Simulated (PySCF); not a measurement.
# C₄H₉FGeSi: a tour of settings

Aim: see how C₄H₉FGeSi (`FCC[SiH2]C#[C][GeH3]`) answers to the choice of functional, basis, grid and SCF options.

Programs: PySCF 2.14.0, with density-fitted response routines of our own. Each step states its level of theory. These are calculated values for one molecule, in the gas phase or a continuum, unless marked as measured. Atoms count from 0, in the outputs and in this text.

### 1 The molecule as given

16 atoms, charge 0, multiplicity 1; geometry from: GFN2-xTB.

Bonds of the start (Å): F0–C1 1.38, C1–C2 1.51, C2–Si3 1.91, Si3–C4 1.85, C4–C5 1.21, C5–Ge6 1.89, C1–H7 1.09, C1–H8 1.09, C2–H9 1.09, C2–H10 1.09, Si3–H11 1.47, Si3–H12 1.47, Ge6–H13 1.49, Ge6–H14 1.49, Ge6–H15 1.49.

### 2 Shielding tensors: PBE0/pcSseg-1

What the job is given:

```
{"job": {"kind": "nmr", "xc": "PBE0", "basis": "pcSseg-1"}, "charge": 0, "multiplicity": 1}
F     -2.682361     0.137889    -2.439844
C     -1.881601    -0.390784    -1.448565
C     -2.161375     0.275822    -0.119117
Si    -1.039901    -0.394672     1.267494
C      0.713326    -0.094604     0.751810
C      1.854895     0.113015     0.402017
Ge     3.637469     0.453850    -0.139295
H     -0.847043    -0.233521    -1.770763
H     -2.099226    -1.463476    -1.421312
H     -3.211580     0.125587     0.136448
H     -2.016924     1.351648    -0.232746
H     -1.310351     0.338705     2.507163
H     -1.236246    -1.840150     1.429083
H      3.677432     0.581139    -1.624484
H      4.092327     1.724987     0.492351
H      4.503560    -0.676489     0.302165
```

Method: GIAO PBE0/pcSseg-1 NMR shielding, non-relativistic, gas phase.

On the command line:

```
> OMP_NUM_THREADS=1 python probes_run.py task.json out
```

One launch serves the whole session: the jobs run in the order shown.

Output:

```text
coarse grid: 62096 points
cycle   1  E = -2623.0776021929  dE = -1.242e-01  |g| = 1.020e+00  |ddm| = 3.874e+00
cycle   2  E = -2623.0298318385  dE =  4.777e-02  |g| = 1.116e+00  |ddm| = 1.354e+00
cycle   3  E = -2623.1815558646  dE = -1.517e-01  |g| = 1.202e-01  |ddm| = 8.057e-01
cycle   4  E = -2623.1828846674  dE = -1.329e-03  |g| = 7.427e-02  |ddm| = 1.068e-01
cycle   5  E = -2623.1839069288  dE = -1.022e-03  |g| = 2.391e-02  |ddm| = 5.831e-02
cycle   6  E = -2623.1840380422  dE = -1.311e-04  |g| = 5.110e-03  |ddm| = 1.821e-02
cycle   7  E = -2623.1840433901  dE = -5.348e-06  |g| = 6.211e-04  |ddm| = 4.254e-03
final grid: 129752 points
cycle   8  E = -2623.1840608433  dE =  5.925e-10  |g| = 7.258e-04  |ddm| = 2.547e-03
cycle   9  E = -2623.1840606409  dE =  2.024e-07  |g| = 1.161e-03  |ddm| = 1.748e-03
cycle  10  E = -2623.1840609679  dE = -3.270e-07  |g| = 2.928e-04  |ddm| = 1.013e-03
cycle  11  E = -2623.1840609896  dE = -2.169e-08  |g| = 3.832e-05  |ddm| = 2.406e-04
cycle  12  E = -2623.1840609899  dE = -2.915e-10  |g| = 6.483e-06  |ddm| = 2.973e-05
converged SCF energy = -2623.1840609899

GIAO shielding tensors (ppm)
atom      isotropic    diamagn.    paramagn.     s11        s22        s33       span
  0 F      399.638     468.451     -68.813    362.350    379.489    457.074     94.725
  1 C      102.326     245.939    -143.613     59.259     83.605    164.116    104.857
  2 C      168.629     254.844     -86.215    153.972    171.804    180.111     26.139
  3 Si     422.391     882.576    -460.184    398.855    416.770    451.549     52.694
  4 C       71.128     263.609    -192.481    -31.332    -24.637    269.353    300.684
  5 C       71.456     275.534    -204.078    -25.775    -22.587    262.730    288.504
  6 Ge    1617.623    2754.458   -1136.835   1590.070   1592.224   1670.575     80.506
  7 H       26.666      32.259      -5.593     20.963     27.510     31.525     10.562
  8 H       26.928      29.919      -2.991     22.188     28.735     29.862      7.674
  9 H       30.429      29.030       1.399     26.335     28.370     36.581     10.246
 10 H       30.144      32.472      -2.328     26.962     28.435     35.036      8.074
 11 H       27.256      29.141      -1.885     23.469     25.671     32.626      9.157
 12 H       27.437      29.792      -2.355     23.940     25.858     32.513      8.573
 13 H       27.774      28.429      -0.655     20.702     23.356     39.266     18.564
 14 H       27.786      27.794      -0.008     20.826     23.023     39.509     18.683
 15 H       27.795      27.623       0.173     20.829     22.966     39.592     18.763
```

Wall time 26 s (1 thread of AMD EPYC 7R13, shared host); peak memory 0.82 GiB.

Shifts follow as δ = σ(reference) − σ, with reference shieldings (ppm) from runs at the same level and on the same kind of geometry: 1H TMS 31.72, 13C TMS 186.9, 29Si TMS 349.2, 19F CFCl3 170.9, 73Ge GeMe4 1331. The references are single molecules in the gas phase, so shifts against H2O, NH3, PH3, H3PO4 or CFCl3 are not on the usual liquid scales and can be off by tens of ppm. Atoms listed in one row are averaged.

| atoms | environment | σ (ppm) | δ (ppm) |
| --- | --- | --- | --- |
| C4 | alkyne carbon | 71.1 | 115.8 |
| C5 | alkyne carbon | 71.5 | 115.5 |
| C1 | sp3 CH2 bonded to F | 102.3 | 84.6 |
| C2 | sp3 CH2 bonded to Si | 168.6 | 18.3 |
| H7, H8 | hydrogen on an sp3 CH2 bonded to F | 26.80 | 4.92 |
| H11, H12 | hydrogen on a silicon bonded to 2 C | 27.35 | 4.37 |
| H13, H14, H15 | hydrogen on a germanium bonded to C | 27.79 | 3.93 |
| H9, H10 | hydrogen on an sp3 CH2 bonded to Si | 30.29 | 1.43 |
| F0 | fluorine on an sp3 carbon | 399.6 | -228.7 |
| Si3 | silicon bonded to 2 C, 2 H | 422.4 | -73.2 |
| Ge6 | germanium bonded to C, 3 H | 1618 | -287 |

Charges from the same density, by scheme (e):

| atoms | Mulliken | IAO | Hirshfeld | ESP fit |
| --- | --- | --- | --- | --- |
| F0 | -0.35 | -0.33 | -0.13 | -0.30 |
| C1 | 0.17 | 0.05 | 0.02 | 0.33 |
| C2 | -0.58 | -0.56 | -0.16 | -0.32 |
| Si3 | 0.66 | 0.78 | 0.37 | 0.45 |
| C4 | -0.40 | -0.32 | -0.15 | -0.26 |
| C5 | -0.26 | -0.28 | -0.14 | -0.13 |
| Ge6 | 0.36 | 0.53 | 0.34 | 0.32 |

Mayer bond orders: F0–C1 0.88, C1–C2 1.04, C2–Si3 0.91, Si3–C4 0.93, C4–C5 2.69, C5–Ge6 0.80.

### 3 Excited states and response: PBE0/def2-SVPD

Settings changed since step 2:

```diff
@@ -1,2 +1,2 @@
-{"job": {"kind": "nmr", "xc": "PBE0", "basis": "pcSseg-1"}, "charge": 0, "multiplicity": 1}
+{"job": {"kind": "uv", "xc": "PBE0", "basis": "def2-SVPD", "nstates": 6, "ntriplets": 2}, "charge": 0, "multiplicity": 1}
 F     -2.682361     0.137889    -2.439844
```

Level: TDDFT PBE0/def2-SVPD, vertical, gas phase, core orbitals frozen in the response.

Output:

```text
coarse grid: 62096 points
cycle   1  E = -2622.8393570710  dE = -1.025e-01  |g| = 6.443e-01  |ddm| = 6.511e+00
cycle   2  E = -2622.8018495020  dE =  3.751e-02  |g| = 8.009e-01  |ddm| = 2.010e+00
cycle   3  E = -2622.9137128767  dE = -1.119e-01  |g| = 8.406e-02  |ddm| = 1.016e+00
cycle   4  E = -2622.9146218341  dE = -9.090e-04  |g| = 4.112e-02  |ddm| = 1.552e-01
cycle   5  E = -2622.9148957198  dE = -2.739e-04  |g| = 1.730e-02  |ddm| = 7.911e-02
cycle   6  E = -2622.9149654890  dE = -6.977e-05  |g| = 5.255e-03  |ddm| = 4.104e-02
cycle   7  E = -2622.9149721773  dE = -6.688e-06  |g| = 4.910e-04  |ddm| = 9.650e-03
final grid: 129752 points
cycle   8  E = -2622.9149743927  dE = -5.947e-08  |g| = 5.219e-04  |ddm| = 9.649e-03
cycle   9  E = -2622.9149743312  dE =  6.150e-08  |g| = 7.146e-04  |ddm| = 2.323e-03
cycle  10  E = -2622.9149744624  dE = -1.312e-07  |g| = 2.243e-04  |ddm| = 1.341e-03
cycle  11  E = -2622.9149744752  dE = -1.279e-08  |g| = 2.387e-05  |ddm| = 4.435e-04
cycle  12  E = -2622.9149744753  dE = -1.510e-10  |g| = 5.379e-06  |ddm| = 4.514e-05
converged SCF energy = -2622.9149744753

Static polarisability (au): isotropic 106.308, principal 84.103 95.435 139.386

Singlet excitations
state   eV       nm        f      main configurations
  1   5.7518    215.6   0.00000   H-1->L 0.53, H->L+1 0.42
  2   5.9853    207.1   0.00205   H->L 0.40, H-1->L+1 0.36, H->L+1 0.10
  3   5.9871    207.1   0.00293   H->L+1 0.43, H-1->L 0.33, H->L 0.10
  4   7.2878    170.1   0.01914   H->L+2 0.93
  5   7.3149    169.5   0.00285   H-1->L+2 0.95
  6   7.5202    164.9   0.92614   H->L 0.36, H-1->L+1 0.31, H-2->L 0.08

Triplet excitations (Tamm-Dancoff, eV): 4.6983 5.1362
```

It took 35 s on 1 thread of AMD EPYC 7R13, shared host; peak memory 1 GiB.

Frontier orbitals and where they lie:

| orbital | eV | atoms |
| --- | --- | --- |
| HOMO−3 | -9.50 | F0 33 %, C1 21 %, C2 12 % |
| HOMO−2 | -9.42 | F0 29 %, C2 21 %, Si3 12 % |
| HOMO−1 | -8.18 | C4 37 %, C5 37 %, Ge6 7 % |
| HOMO | -8.14 | C5 35 %, C4 35 %, C2 7 % |
| LUMO | -0.52 | C4 25 %, C5 25 %, Si3 15 % |
| LUMO+1 | -0.44 | C5 27 %, C4 27 %, Ge6 14 % |
| LUMO+2 | 0.21 | Ge6 47 %, C5 11 %, H15 8 % |

With each of the 6 states as a Gaussian band of 0.4 eV half-width at 1/e, the curve within the window shown has maxima at 165 nm (ε 38,000) L/(mol cm). Beyond the last state computed it falls off for lack of states. The curve at chosen wavelengths:

| nm | ε (L/mol/cm) |
| --- | --- |
| 159 | 21522 |
| 162 | 32640 |
| 166 | 37976 |
| 169 | 32565 |
| 172 | 22825 |
| 175 | 13371 |
| 179 | 5135 |
| 182 | 2138 |
| 185 | 796 |
| 189 | 202 |
| 192 | 99 |
| 195 | 94 |
| 198 | 123 |
| 202 | 171 |
| 205 | 195 |
| 208 | 201 |
| 211 | 190 |
| 215 | 154 |
| 218 | 120 |
| 221 | 88 |
| 225 | 52 |
| 228 | 33 |
| 231 | 20 |
| 234 | 11 |
| 238 | 5 |
| 241 | 3 |

Further results of this job:

| property | computed |
| --- | --- |
| dipole moment (D) | 1.69 |
| polarisability (Å³) | 15.75 |
| HOMO–LUMO gap (eV) | 7.62 |
| −ε(HOMO) (eV) | 8.14 |

### 4 Ultraviolet spectrum: PBE0/pcSseg-0 in chloroform

Settings changed since step 3:

```diff
@@ -1,2 +1,2 @@
-{"job": {"kind": "uv", "xc": "PBE0", "basis": "def2-SVPD", "nstates": 6, "ntriplets": 2}, "charge": 0, "multiplicity": 1}
+{"job": {"kind": "uv", "xc": "PBE0", "basis": "pcSseg-0", "solvent": "chloroform", "nstates": 3, "ntriplets": 5, "tda": false}, "charge": 0, "multiplicity": 1}
 F     -2.682361     0.137889    -2.439844
```

Method: TDDFT PBE0/pcSseg-0, vertical, IEF-PCM chloroform (non-equilibrium linear response), core orbitals frozen in the response.

Output:

```text
coarse grid: 62096 points
cycle   1  E = -2620.0748168525  dE = -5.828e-01  |g| = 5.198e-01  |ddm| = 4.326e+00
cycle   2  E = -2620.0661177562  dE =  8.699e-03  |g| = 5.951e-01  |ddm| = 1.263e+00
cycle   3  E = -2620.1282956410  dE = -6.218e-02  |g| = 5.258e-02  |ddm| = 5.604e-01
cycle   4  E = -2620.1287163228  dE = -4.207e-04  |g| = 2.122e-02  |ddm| = 7.335e-02
cycle   5  E = -2620.1288157924  dE = -9.947e-05  |g| = 5.754e-03  |ddm| = 2.735e-02
cycle   6  E = -2620.1288212874  dE = -5.495e-06  |g| = 3.338e-03  |ddm| = 9.671e-03
cycle   7  E = -2620.1288240461  dE = -2.759e-06  |g| = 5.561e-04  |ddm| = 3.729e-03
final grid: 129752 points
cycle   8  E = -2620.1288283361  dE =  1.135e-07  |g| = 9.259e-04  |ddm| = 1.994e-03
cycle   9  E = -2620.1288276971  dE =  6.390e-07  |g| = 1.838e-03  |ddm| = 2.774e-03
cycle  10  E = -2620.1288285417  dE = -8.446e-07  |g| = 2.082e-04  |ddm| = 1.920e-03
cycle  11  E = -2620.1288285524  dE = -1.077e-08  |g| = 1.288e-05  |ddm| = 2.287e-04
cycle  12  E = -2620.1288285525  dE = -3.865e-11  |g| = 2.945e-06  |ddm| = 1.932e-05
converged SCF energy = -2620.1288285525

Static polarisability (au): isotropic 103.790, principal 85.388 91.210 134.772

Singlet excitations
state   eV       nm        f      main configurations
  1   6.1002    203.2   0.00017   H-1->L 0.67, H->L+1 0.28
  2   6.3777    194.4   0.01072   H->L 0.53, H-1->L+1 0.43
  3   6.3931    193.9   0.00569   H->L+1 0.66, H-1->L 0.29

Triplet excitations (Tamm-Dancoff, eV): 4.9554 5.4631 5.4696 6.1299 7.6209
```

It took 10 s on 1 thread of AMD EPYC 7R13, shared host; peak memory 0.63 GiB.

In short: HOMO -8.24 eV, LUMO -0.26 eV; lowest singlet 6.10 eV.

### 5 Shielding tensors: LC-wPBE/6-311G**

Settings changed since step 4:

```diff
@@ -1,2 +1,2 @@
-{"job": {"kind": "uv", "xc": "PBE0", "basis": "pcSseg-0", "solvent": "chloroform", "nstates": 3, "ntriplets": 5, "tda": false}, "charge": 0, "multiplicity": 1}
+{"job": {"kind": "nmr", "xc": "LC-wPBE", "basis": "6-311G**", "pop": false, "grid": 4, "scf": {"conv": 1e-11}}, "charge": 0, "multiplicity": 1}
 F     -2.682361     0.137889    -2.439844
```

Method: GIAO LC-wPBE/6-311G** NMR shielding, non-relativistic, gas phase.

Output:

```text
final grid: 343744 points
cycle   1  E = -2623.4800185883  dE = -1.220e+00  |g| = 1.863e+00  |ddm| = 3.141e+00
cycle   2  E = -2623.4983714665  dE = -1.835e-02  |g| = 1.276e+00  |ddm| = 1.233e+00
cycle   3  E = -2623.6121387203  dE = -1.138e-01  |g| = 3.706e-01  |ddm| = 8.848e-01
cycle   4  E = -2623.6223341129  dE = -1.020e-02  |g| = 2.562e-02  |ddm| = 1.464e-01
cycle   5  E = -2623.6224855089  dE = -1.514e-04  |g| = 8.065e-03  |ddm| = 3.115e-02
cycle   6  E = -2623.6225064485  dE = -2.094e-05  |g| = 4.239e-03  |ddm| = 1.917e-02
cycle   7  E = -2623.6225104664  dE = -4.018e-06  |g| = 1.074e-03  |ddm| = 3.569e-03
cycle   8  E = -2623.6225108255  dE = -3.590e-07  |g| = 2.293e-04  |ddm| = 1.530e-03
cycle   9  E = -2623.6225108394  dE = -1.392e-08  |g| = 7.745e-05  |ddm| = 3.884e-04
cycle  10  E = -2623.6225108422  dE = -2.819e-09  |g| = 2.970e-05  |ddm| = 1.722e-04
cycle  11  E = -2623.6225108425  dE = -3.147e-10  |g| = 1.363e-05  |ddm| = 4.041e-05
cycle  12  E = -2623.6225108426  dE = -8.231e-11  |g| = 4.941e-06  |ddm| = 1.540e-05
cycle  13  E = -2623.6225108426  dE = -2.638e-11  |g| = 2.313e-06  |ddm| = 9.918e-06
cycle  14  E = -2623.6225108426  dE = -7.731e-12  |g| = 8.138e-07  |ddm| = 5.348e-06
converged SCF energy = -2623.6225108426

GIAO shielding tensors (ppm)
atom      isotropic    diamagn.    paramagn.     s11        s22        s33       span
  0 F      415.550     464.592     -49.042    379.202    397.509    469.940     90.738
  1 C      111.631     250.444    -138.812     68.618     91.772    174.505    105.887
  2 C      177.862     250.999     -73.137    163.516    180.762    189.307     25.792
  3 Si     427.143     878.627    -451.483    404.985    420.233    456.213     51.228
  4 C       76.848     273.674    -196.825    -25.422    -19.965    275.931    301.353
  5 C       76.367     255.317    -178.949    -21.580    -18.444    269.127    290.707
  6 Ge    1624.125    2755.558   -1131.434   1599.349   1601.089   1671.937     72.588
  7 H       27.136      32.034      -4.899     21.431     28.148     31.830     10.399
  8 H       27.380      30.542      -3.161     22.644     29.239     30.258      7.614
  9 H       30.945      29.835       1.109     26.779     28.864     37.191     10.411
 10 H       30.664      31.619      -0.956     27.526     28.818     35.647      8.120
 11 H       27.653      29.009      -1.355     23.963     26.057     32.940      8.976
 12 H       27.820      29.569      -1.749     24.429     26.191     32.840      8.411
 13 H       28.114      29.477      -1.363     21.062     23.543     39.738     18.676
 14 H       28.126      29.097      -0.971     21.164     23.227     39.988     18.823
 15 H       28.139      28.993      -0.854     21.192     23.163     40.061     18.869
```

It took 82 s on 1 thread of AMD EPYC 7R13, shared host; peak memory 1 GiB.

In short: δ C5 118.5, C4 118.0, C1 83.2, C2 17.0, H7 4.90, H11 4.42 ppm (means over like atoms).

### 6 Ultraviolet spectrum: wB97X-D/3-21G

Settings changed since step 5:

```diff
@@ -1,2 +1,2 @@
-{"job": {"kind": "nmr", "xc": "LC-wPBE", "basis": "6-311G**", "pop": false, "grid": 4, "scf": {"conv": 1e-11}}, "charge": 0, "multiplicity": 1}
+{"job": {"kind": "uv", "xc": "wB97X-D", "basis": "3-21G", "nstates": 3, "ntriplets": 5, "tda": true, "scf": {"guess": "random", "max_cycle": 58}}, "charge": 0, "multiplicity": 1}
 F     -2.682361     0.137889    -2.439844
```

With the program's defaults for keys left out, this is: TDA wB97X-D/3-21G, vertical, gas phase, core orbitals frozen in the response.

Output:

```text
start from random orthonormal orbitals
final grid: 129752 points
cycle   1  E = -2508.6611253854  dE = -1.095e+03  |g| = 6.422e+00  |ddm| = 3.546e+02
cycle   2  E = -2139.4954172940  dE =  3.692e+02  |g| = 1.254e+01  |ddm| = 2.354e+02
cycle   3  E = -2559.9535134102  dE = -4.205e+02  |g| = 8.406e+00  |ddm| = 7.230e+01
cycle   4  E = -2468.1074119474  dE =  9.185e+01  |g| = 8.880e+00  |ddm| = 2.074e+01
cycle   5  E = -2583.8697375048  dE = -1.158e+02  |g| = 5.950e+00  |ddm| = 1.754e+01
cycle   6  E = -2593.1494285881  dE = -9.280e+00  |g| = 5.090e+00  |ddm| = 1.251e+01
cycle   7  E = -2597.7637302318  dE = -4.614e+00  |g| = 4.038e+00  |ddm| = 7.888e+00
cycle   8  E = -2608.6116632660  dE = -1.085e+01  |g| = 1.968e+00  |ddm| = 1.825e+01
cycle   9  E = -2610.8970317080  dE = -2.285e+00  |g| = 6.880e-01  |ddm| = 5.312e+00
cycle  10  E = -2611.0312388293  dE = -1.342e-01  |g| = 5.617e-01  |ddm| = 1.661e+00
cycle  11  E = -2611.0973974155  dE = -6.616e-02  |g| = 1.168e-01  |ddm| = 5.048e-01
cycle  12  E = -2611.1003363223  dE = -2.939e-03  |g| = 5.861e-02  |ddm| = 1.599e-01
cycle  13  E = -2611.1012498571  dE = -9.135e-04  |g| = 2.091e-02  |ddm| = 1.538e-01
cycle  14  E = -2611.1013599625  dE = -1.101e-04  |g| = 6.298e-03  |ddm| = 3.409e-02
cycle  15  E = -2611.1013693853  dE = -9.423e-06  |g| = 1.047e-03  |ddm| = 6.606e-03
cycle  16  E = -2611.1013697995  dE = -4.142e-07  |g| = 3.678e-04  |ddm| = 1.735e-03
cycle  17  E = -2611.1013698614  dE = -6.190e-08  |g| = 1.068e-04  |ddm| = 7.436e-04
cycle  18  E = -2611.1013698687  dE = -7.295e-09  |g| = 3.676e-05  |ddm| = 2.227e-04
cycle  19  E = -2611.1013698698  dE = -1.095e-09  |g| = 1.182e-05  |ddm| = 7.949e-05
cycle  20  E = -2611.1013698700  dE = -1.983e-10  |g| = 4.722e-06  |ddm| = 3.858e-05
converged SCF energy = -2611.1013698700

Static polarisability (au): isotropic 80.568, principal 62.202 69.428 110.073

Singlet excitations
state   eV       nm        f      main configurations
  1   6.1863    200.4   0.00005   H-1->L 0.59, H->L+1 0.31
  2   6.4927    191.0   0.00492   H->L 0.44, H-1->L+1 0.43
  3   6.5004    190.7   0.00367   H->L+1 0.54, H-1->L 0.33

Triplet excitations (Tamm-Dancoff, eV): 5.1575 5.6917 5.6940 6.1931 8.2294
```

It took 12 s on 1 thread of AMD EPYC 7R13, shared host; peak memory 0.59 GiB.

Despite a poor start guess, the SCF converged in 20 cycles.

This run: HOMO -9.77 eV, LUMO 1.81 eV; lowest singlet 6.19 eV.

### 7 Side by side: NMR shifts

Shifts (ppm) of some atoms, chosen among heavy atoms and hydrogens apart, means over like atoms, with basis size and wall time:

| run | C4 | C5 | C1 | H13 | H9 | F0 | Si3 | functions | time |
| --- | --- | --- | --- | --- | --- | --- | --- | --- | --- |
| PBE0/pcSseg-1 | 115.8 | 115.5 | 84.6 | 3.93 | 1.43 | -228.7 | -73.2 | 195 | 26 s |
| LC-wPBE/6-311G** | 118.0 | 118.5 | 83.2 | 4.03 | 1.36 | -218.1 | -64.8 | 214 | 82 s |

### 8 Comparing the runs: electronic excitations

Excitations and ground-state properties, with basis size and wall time:

| run | lowest singlet (eV) | brightest (eV) | f | gap (eV) | α (Å³) | μ (D) | functions | time |
| --- | --- | --- | --- | --- | --- | --- | --- | --- |
| PBE0/def2-SVPD | 5.75 | 7.52 | 0.926 | 7.62 | 15.75 | 1.69 | 237 | 35 s |
| PBE0/pcSseg-0 in chloroform | 6.10 | 6.38 | 0.011 | 7.98 | 15.38 | 2.13 | 101 | 10 s |
| wB97X-D/3-21G | 6.19 | 6.49 | 0.005 | 11.58 | 11.94 | 1.52 | 98 | 12 s |

### 9 Outcome

| quantity | value |
| --- | --- |
| 13C shifts against TMS (PBE0/pcSseg-1) | 115.8, 115.5, 84.6, 18.3 ppm |
| 1H shifts against TMS (PBE0/pcSseg-1, means over atoms taken as alike) | 4.92, 4.37, 3.93, 1.43 ppm |
| 19F shifts against CFCl3 (PBE0/pcSseg-1) | -228.7 ppm |
| 29Si shifts against TMS (PBE0/pcSseg-1) | -73.2 ppm |
| 73Ge shifts against GeMe4 (PBE0/pcSseg-1) | -287 ppm |
| lowest singlet (PBE0/def2-SVPD) | 5.75 eV (216 nm), f = 0.000 |
| brightest single state of those computed | state 6, 7.52 eV, f = 0.926 |
| lowest triplet | 4.70 eV |
| range of the shift of F0 | -228.7 to -218.1 ppm |
| range of the lowest singlet | 5.75 to 6.19 eV |

What this shows: Single values in the summary come from the first sound run of each kind (PBE0/pcSseg-1; PBE0/def2-SVPD), which need not be the best level. H7, H8 (mean) (hydrogen on an sp3 CH2 bonded to F) lies farthest downfield among hydrogen, at 4.92 ppm; its carbon carries F, an electronegative neighbour. The first singlet state (HOMO−1→LUMO 0.53, HOMO→LUMO+1 0.42) lies at 5.75 eV and is dark; of the 6 states computed, the strongest absorption comes from state 6 at 7.52 eV (the last computed, so partners may be missing). The lowest triplet lies 1.05 eV below the lowest singlet (triplets in Tamm-Dancoff, singlets in full TDDFT). Among the atoms with a shift in every run: Across the 2 runs the shift of F0 moves most, between -228.7 (PBE0/pcSseg-1) and -218.1 ppm (LC-wPBE/6-311G**). The lowest singlet runs from 5.75 eV (PBE0/def2-SVPD) to 6.19 eV (wB97X-D/3-21G), while the orbital gap spans 7.62 to 11.58 eV. Some runs use the Tamm-Dancoff approximation and others full TDDFT, which shifts states apart from functional and basis. The lowest state need not be the same one in every run. The runs solved for a few states only, so the brightest column depends on that window. Spin-orbit coupling is left out, which matters for shieldings and couplings at and beside the heavy atoms.
